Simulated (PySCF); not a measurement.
# BBr4: the cost of one run

Computed with PySCF 2.14.0, with density-fitted response routines of our own, on a single molecule, in the gas phase or a continuum. Atoms are numbered from 0 throughout.

### Step 1. The molecule as given

5 atoms, charge -1, multiplicity 1; geometry from: GFN2-xTB. The atoms were then displaced at random by about 0.01 Å, so the start is not that level's minimum.

Bonds of the start (Å): Br0–B1 2.02, B1–Br2 2.01, B1–Br3 2.01, B1–Br4 2.03.

### Step 2. Relaxing the molecule at PBE0-D3(BJ)/def2-TZVP

What the job is given:

```
{"job": {"xc": "PBE0", "basis": "def2-TZVP", "d3": "d3bj", "grid": 2, "shake": 0.01, "kind": "geom"}, "charge": -1, "multiplicity": 1}
Br    -1.342040    -0.878640     1.230910
B     -0.004260    -0.004110    -0.005880
Br     1.461660     0.828860     1.093390
Br    -0.862770     1.437310    -1.118340
Br     0.780980    -1.417400    -1.237970
```

Started as:

```console
$ OMP_NUM_THREADS=1 python probes_run.py task.json out
```

The driver reads the jobs from task.json and runs them one after another.

Q: Estimate the wall time and peak memory of this first job on 1 thread of Intel Xeon Platinum 8259CL at 2.50GHz, shared host.

About 2.8 min, with a peak of 1 GiB.
